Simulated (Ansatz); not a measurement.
Working through a calculation of the elastic constants of Li, space group P6_3/mmc

Program: Ansatz 0.2.0, Python API.

Typed at the interpreter:
```pycon
>>> import ansatz as az
>>> import numpy as np
>>> from pymatgen.core import Lattice, Structure
>>> from pymatgen.io.ase import AseAtomsAdaptor
>>> pmg_structure = Structure(
...     Lattice([(3.111, 0.0, 0.0), (-1.5555, 2.69420503, 0.0), (0.0, 0.0, 5.093)]),
...     ['Li', 'Li'],
...     [
...         (1 / 3, 2 / 3, 0.25),
...         (2 / 3, 1 / 3, 0.75),
...     ],
... )
>>> li = az.Crystal.from_ase(AseAtomsAdaptor.get_atoms(pmg_structure))
>>> li.resolved().sites[-1]
Site(symbol='Li', position=(0.6666666666666666, 0.3333333333333333, 0.75), moment=None, axis=None, held=None, saved=None)
>>> base = (
...     li.calculation()
...     .occupations('cold', width=50 * az.meV)
...     .functional('LDA')
...     .kpoints(16, 16, 9)  # the mesh must be finer for metals
... )
>>> result = base.elastic(az.ElasticMode.RELAXED_ION).run(threads=1)
DeckWarning: basis.ecutwfc = 420 eV, auto-derived from the records' recommended cutoffs: set by Li (normal level)
>>> elastic = result.elastic
>>> print('C_ij (GPa), Voigt order xx yy zz yz xz xy')
C_ij (GPa), Voigt order xx yy zz yz xz xy
>>> for row in elastic.c_gpa:
...     print(' '.join(f'{value:8.1f}' for value in row))
...
    16.0      8.3      5.0     -0.0      0.0      0.0
     8.3     16.0      5.0     -0.0      0.0      0.0
     5.0      5.0     20.2     -0.0      0.0     -0.0
     0.0     -0.0      0.0      3.4     -0.0     -0.0
     0.0     -0.0     -0.0     -0.0      3.4     -0.0
     0.0     -0.0      0.0      0.0     -0.0      3.8
>>> print('smallest eigenvalue of C:', round(elastic.stability.min_eigenvalue_gpa, 1), 'GPa; stable:', elastic.stability.stable)
smallest eigenvalue of C: 3.4 GPa; stable: True
>>> # averaged moduli need a positive definite tensor
>>> if elastic.stability.min_eigenvalue_gpa > 0:
...     m = elastic.moduli
...     anisotropy = 5 * m.g_voigt_gpa / m.g_reuss_gpa + m.k_voigt_gpa / m.k_reuss_gpa - 6
...     print(f'Voigt K {m.k_voigt_gpa:.1f} G {m.g_voigt_gpa:.1f}; Reuss K {m.k_reuss_gpa:.1f} G {m.g_reuss_gpa:.1f}; universal anisotropy index {anisotropy:.3f}')
...
Voigt K 9.9 G 4.4; Reuss K 9.9 G 4.0; universal anisotropy index 0.452
```

Notes:
- The cell isn't relaxed first, so the values belong to this volume.
- A positive definite tensor excludes instabilities under uniform strain alone; phonons elsewhere in the zone can still be imaginary.
- This isn't the structure that Li takes at ambient conditions.
- Warnings are shown shortened and without file and line.
- Shear constants of a metal converge slowly with the k-point mesh and can be wrong in sign on a coarse one; the constants belong to the cell that was strained.
- Timing: 2.3 min on 1 thread of Arm Neoverse V1, on a shared host, peak memory 0.62 GiB.

(A comment or docstring line of the script was reworded after the run, the code is as it ran; lines on the test bed's own set-up are left out of the output.)
